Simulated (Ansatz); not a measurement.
# Cl₂GeHS radical: one species, many methods

The task here is to estimate one member of a computed series from the others.

Computed with Ansatz 0.2.0, Gaussian basis. Level: functionals in def2-TZVPP, the program's frozen cores in correlated methods.

Levels to be run: LDA (SPW92), PBE-D4, revPBE-D4, BLYP-D4, r2SCAN-D4, B97M-V, PBE0-D4, B3LYP-D4, r2SCANh-D4, r2SCAN0-D4, HSE06-D4, BHLYP-D4, CAM-B3LYP-D4, LC-ωPBE, ωB97X-V, ωB97M-V, B2PLYP, PBE-QIDH; CCSD(T)/def2-SVP; CCSD(T)/def2-TZVPP; MP2/def2-QZVPP; extrapolation to the limit; RPA on PBE.

**Structure used throughout**

The geometry comes from an earlier relaxation with PBE0-D4 in a triple-zeta def2 set; it is a stationary point.

SMILES `[SH][Ge]([Cl])[Cl]`, 5 atoms, charge 0, spin multiplicity 2.

Atoms are counted from 1 here; the program's logs count them from 0.

Bond lengths: S1–Ge2 2.226 Å, S1–H5 1.345 Å, Ge2–Cl3 2.155 Å, Ge2–Cl4 2.165 Å. Angles: Ge2–S1–H5 92.0°, S1–Ge2–Cl3 105.6°, S1–Ge2–Cl4 110.5°, Cl3–Ge2–Cl4 108.7°.

Coordinates:

| atom | x (Å) | y (Å) | z (Å) |
| --- | --- | --- | --- |
| S1 | 0.1536 | 1.6171 | -0.1945 |
| Ge2 | -0.0181 | -0.4490 | 0.6149 |
| Cl3 | 2.0058 | -1.1123 | 0.9403 |
| Cl4 | -0.9526 | -1.7578 | -0.8348 |
| H5 | -1.1389 | 1.6284 | -0.5673 |

Set-up of the first run:

Input file in.yaml:

```yaml
crystal:
  periodic: [false, false, false]
  atoms:
    - {symbol: S, position_ang: [0.153602, 1.617094, -0.194546]}
    - {symbol: Ge, position_ang: [-0.018054, -0.448973, 0.614919]}
    - {symbol: Cl, position_ang: [2.005822, -1.112325, 0.940328]}
    - {symbol: Cl, position_ang: [-0.952628, -1.757842, -0.834837]}
    - {symbol: H, position_ang: [-1.138941, 1.628445, -0.567264]}
basis:
  gaussian: {orbitals: def2-TZVPP}
magnetization: {spin_polarized: true, initial_magnetization: 1}
hamiltonian: {xc: lda}
output: {orbitals: {seedname: orbitals}}
```

On the command line:

```sh
ansatz run in.yaml --threads 4 --pin off --events-out ev --progress --plain --max-ram 10444MiB
```

Among the steps run: LDA; PBE-D4 (GGA); revPBE-D4 (GGA); BLYP-D4 (GGA); r2SCAN-D4 (meta-GGA); B97M-V (meta-GGA); PBE0-D4 (hybrid); B3LYP-D4 (hybrid); r2SCANh-D4 (hybrid); r2SCAN0-D4 (hybrid); HSE06-D4 (hybrid); BHLYP-D4 (hybrid); CAM-B3LYP-D4 (range-separated); LC-ωPBE (range-separated); ωB97X-V (range-separated); ωB97M-V (range-separated); B2PLYP (double hybrid); PBE-QIDH (double hybrid).

One of the session's tables, all rows but one given; the rest of the session is left out.

It belongs to the step «Orbital energies across the functionals». 

| functional | HOMO (eV) | LUMO (eV) | gap (eV) |
| --- | --- | --- | --- |
| LDA (SPW92) | -5.94 | -5.28 | 0.66 |
| PBE-D4 | -5.86 | -4.93 | 0.92 |
| revPBE-D4 | -5.82 | -4.81 | 1.01 |
| BLYP-D4 | -5.67 | -4.90 | 0.77 |
| r2SCAN-D4 | -6.25 | -4.69 | 1.56 |
| B97M-V | -6.13 | -4.92 | 1.21 |
| PBE0-D4 | -7.01 | -4.12 | 2.88 |
| B3LYP-D4 | -6.74 | -4.46 | 2.28 |
| r2SCANh-D4 | -6.67 | -4.38 | 2.29 |
| r2SCAN0-D4 | -7.29 | -3.91 | 3.38 |
| HSE06-D4 | ? | ? | ? |
| BHLYP-D4 | -7.98 | -3.31 | 4.67 |
| CAM-B3LYP-D4 | -8.20 | -3.24 | 4.96 |
| LC-ωPBE | -9.57 | -1.95 | 7.62 |
| ωB97X-V | -9.11 | -2.28 | 6.83 |
| ωB97M-V | -8.92 | -2.33 | 6.58 |

**Question.** Estimate the row for HSE06-D4.

**Answer.** HOMO (eV): -6.62; LUMO (eV): -4.49; gap (eV): 2.13. In the column «HOMO (eV)» it lies between r2SCANh-D4 (-6.67) and r2SCAN-D4 (-6.25).
